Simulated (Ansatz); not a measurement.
# CH₃GaOS: basis-set convergence

One table from this session's results is given with a row withheld; the runs are named, their logs left out.

Program: Ansatz 0.2.0, Gaussian basis. Level of theory: one geometry, several basis sets. These are calculated values, not measurements.

The runs, in order: PBE0-D4/def2-SVP; ωB97M-V/def2-SVP; PBE0-D4/def2-QZVPP; ωB97M-V/def2-QZVPP; the functionals' def2-TZVPP values are taken from earlier runs.

### Structure used throughout

An earlier PBE0-D4 in a triple-zeta def2 set relaxation fixed the geometry.

SMILES `C1[O][GaH][S]1`, 7 atoms, charge 0, spin multiplicity 1.

Atoms are counted from 1 here; the program's logs count them from 0.

Bond lengths: C1–O2 1.400 Å, C1–S4 1.863 Å, C1–H5 1.094 Å, C1–H6 1.094 Å, O2–Ga3 1.818 Å, Ga3–S4 2.185 Å, Ga3–H7 1.540 Å. Angles: O2–C1–S4 107.2°, O2–C1–H5 111.6°, O2–C1–H6 111.6°, S4–C1–H5 108.3°, S4–C1–H6 108.3°, H5–C1–H6 109.7°, C1–O2–Ga3 97.4°, O2–Ga3–S4 82.0°, O2–Ga3–H7 131.5°, S4–Ga3–H7 146.5°, C1–S4–Ga3 73.4°.

Set-up of the first run:

in.yaml reads:

```yaml
crystal:
  periodic: [false, false, false]
  atoms:
    - {symbol: C, position_ang: [-0.476508, 0.877842, -0.023822]}
    - {symbol: O, position_ang: [0.363315, 0.315344, 0.945003]}
    - {symbol: Ga, position_ang: [0.703112, -1.247473, 0.080156]}
    - {symbol: S, position_ang: [-0.610296, -0.350094, -1.418318]}
    - {symbol: H, position_ang: [-0.062750, 1.807714, -0.424288]}
    - {symbol: H, position_ang: [-1.480390, 1.059752, 0.370332]}
    - {symbol: H, position_ang: [1.563517, -2.463076, 0.470936]}
basis:
  gaussian: {orbitals: def2-SVP}
hamiltonian: {xc: pbe0, dispersion: d4}
output: {orbitals: {seedname: orbitals}}
```

On the command line:

```bash
$ ansatz run in.yaml --threads 2 --pin off --events-out ev --progress --plain --max-ram 4352MiB
```

Steps of the session up to this table: PBE0-D4 in def2-SVP; ωB97M-V in def2-SVP; PBE0-D4 in def2-QZVPP; ωB97M-V in def2-QZVPP.

One table of the session follows, with a row left open; its other results are not shown here.

It belongs to the step «Density functionals: the series». 

```
functional       basis  HOMO (eV)
   PBE0-D4    def2-SVP      -7.16
   PBE0-D4  def2-TZVPP      -7.21
   PBE0-D4  def2-QZVPP      -7.23
   ωB97M-V    def2-SVP      -9.28
   ωB97M-V  def2-TZVPP          ?
   ωB97M-V  def2-QZVPP      -9.40
```

**Question.** Estimate the row for ωB97M-V, def2-TZVPP.

**Answer.** HOMO (eV): -9.37. In the column «HOMO (eV)» it lies between ωB97M-V, def2-QZVPP (-9.40) and ωB97M-V, def2-SVP (-9.28).
